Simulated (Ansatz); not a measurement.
Ge, space group Imma: an equation of state with a fit, run with the Ansatz DFT code, driven from Python.

`run_eos.py`:
```python
'''Equation of state of Ge.'''

import ansatz as az
import numpy as np
from pymatgen.analysis.eos import EOS

VECTORS = np.array([
    [-2.4959, 2.65086, 1.43695],
    [2.4959, -2.65086, 1.43695],
    [2.4959, 2.65086, -1.43695],
])
SITES = [
    ('Ge', (0.18594, 0.93594, 0.25)),
    ('Ge', (0.81406, 0.06406, 0.75)),
]


def build(cell):
    crystal = az.Crystal(lattice=az.Lattice.of(cell))
    for symbol, position in SITES:
        crystal = crystal.atom(symbol, position)
    return crystal

# uniform scaling of the cell
volumes, energies, pressures = [], [], []
for scale in np.linspace(0.92, 1.08, 7):
    cell = VECTORS * scale ** (1 / 3)
    calc = (
        build(cell).calculation()
        .functional('lda')
        .pseudopotentials('paw')
        .occupations('Fermi-Dirac')
        .basis(500)
        .kpoints(11, 11, 11)
        .stress()
    )
    r = calc.run(threads=1).report
    volumes.append(abs(np.linalg.det(cell)) / len(SITES))
    energies.append(r['free_energy_ev'] / len(SITES))
    pressures.append(np.trace(r['stress_gpa']) / 3)
    print(f'V = {volumes[-1]:8.4f} A^3/atom  F = {energies[-1]:.5f} eV/atom  P = {pressures[-1]:8.3f} GPa')

for form in ['vinet', 'murnaghan']:
    fit = EOS(eos_name=form).fit(volumes, energies)
    print(f'{form:18s} V0 {fit.v0:8.4f} A^3/atom  B0 {fit.b0_GPa:7.1f} GPa  B1 {fit.b1:5.2f}')
```

Estimate the equilibrium volume and the bulk modulus.

A third-order Birch-Murnaghan fit through the 7 points (the script's own form differs a little) has its minimum at 17.95 Å³ an atom, 5.6 % below the typed cell, with a bulk modulus of 82 GPa and dB/dP = 4.6. From that minimum the energy rises by 3.2 meV an atom on the compressed side and 74.2 meV on the expanded side. The window is off centre, so dB/dP is rough.

The output:

```console
$ python run_eos.py
V =  17.4934 A^3/atom  F = -4215.53373 eV/atom  P =    2.276 GPa
V =  18.0004 A^3/atom  F = -4215.53690 eV/atom  P =   -0.211 GPa
V =  18.5075 A^3/atom  F = -4215.53279 eV/atom  P =   -2.329 GPa
V =  19.0145 A^3/atom  F = -4215.52248 eV/atom  P =   -4.137 GPa
V =  19.5216 A^3/atom  F = -4215.50688 eV/atom  P =   -5.681 GPa
V =  20.0286 A^3/atom  F = -4215.48676 eV/atom  P =   -7.002 GPa
V =  20.5357 A^3/atom  F = -4215.46277 eV/atom  P =   -8.130 GPa
vinet              V0  17.9545 A^3/atom  B0    82.1 GPa  B1  4.48
murnaghan          V0  17.9538 A^3/atom  B0    82.6 GPa  B1  4.89
```

Caveats:
- Absolute energies stand on the zero of these potentials, so only differences at equal settings mean something.
- Shape and fractional positions are held along the curve, so the bulk modulus is an upper value where they are free to relax.
- Pressure is positive in compression.
- This isn't the structure that Ge takes at ambient conditions.
- Finished in 65 s on 1 thread of Arm Neoverse V1 (shared host), peak memory 0.62 GiB.
